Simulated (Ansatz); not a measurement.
# TlCuI3: the cost of one run

Computed with Ansatz 0.2.0 (DFT PBE, scalar-relativistic, plane waves, PAW, unless a step's input says otherwise).

2 further runs of the same task are left out: 1 that didn't finish, 1 set aside as unsound or not needed.

## 1. The starting structure

The structure is cubic, space group Pm-3m (No. 221). The conventional cell has a = 5.475 Å, b = 5.475 Å, c = 5.475 Å, α = 90.00°, β = 90.00°, γ = 90.00°. Tl (site symmetry m-3m) has 12 I at 3.87 Å as nearest neighbours. Cu (site symmetry m-3m) has 6 I at 2.74 Å as nearest neighbours. I (site symmetry 4/mmm) is surrounded by 2 Cu at 2.74 Å and 4 Tl at 3.87 Å.

Coordinates:

```cif
data_structure
_symmetry_space_group_name_H-M 'P 1'
_symmetry_Int_Tables_number 1
_cell_length_a 5.4750
_cell_length_b 5.4750
_cell_length_c 5.4750
_cell_angle_alpha 90.000
_cell_angle_beta 90.000
_cell_angle_gamma 90.000
_cell_volume 164.12
loop_
_atom_site_label
_atom_site_type_symbol
_atom_site_fract_x
_atom_site_fract_y
_atom_site_fract_z
_atom_site_occupancy
Tl1 Tl 0.50000 0.50000 0.50000 1
Cu1 Cu 0.00000 0.00000 0.00000 1
I1 I 0.50000 0.00000 0.00000 1
I2 I 0.00000 0.50000 0.00000 1
I3 I 0.00000 0.00000 0.50000 1
```

The cell is invented: perovskite family, tilts a0a0a0 (Pm-3m, No. 221). Its size is a rough estimate.

## 2. Probe: one point on a coarse mesh

File input.yaml:

```yaml
crystal:
  lattice:
    - [5.47503513, 0.0, 0.0]
    - [0.0, 5.47503513, 0.0]
    - [0.0, 0.0, 5.47503513]
  atoms:
    - { symbol: Tl, position: [0.5, 0.5, 0.5] }
    - { symbol: Cu, position: [0.0, 0.0, 0.0], spin: 1.0 }
    - { symbol: I, position: [0.5, 0.0, 0.0] }
    - { symbol: I, position: [0.0, 0.5, 0.0] }
    - { symbol: I, position: [0.0, 0.0, 0.5] }
basis:
  ecutwfc: 420
kpoints:
  mp_grid: { grid: [4, 4, 4] }
hamiltonian:
  xc: pbe
scf:
  occupations: { method: gaussian, width: 0.1 }
  lower_state_search: "off"
output:
  forces: true
  stress: true
  eigenvalues: true
  populations: true
magnetization:
  spin_polarized: true
```

Run with:

```bash
$ ansatz run input.yaml --threads 1 --pin off --max-ram 2560MiB --backend cpu --events-out ev --progress --plain --runs-dir out
```

Q: Estimate wall time and peak memory on 1 thread of Arm Neoverse N1, shared host.

About 42 s, with a peak of 0.51 GiB.
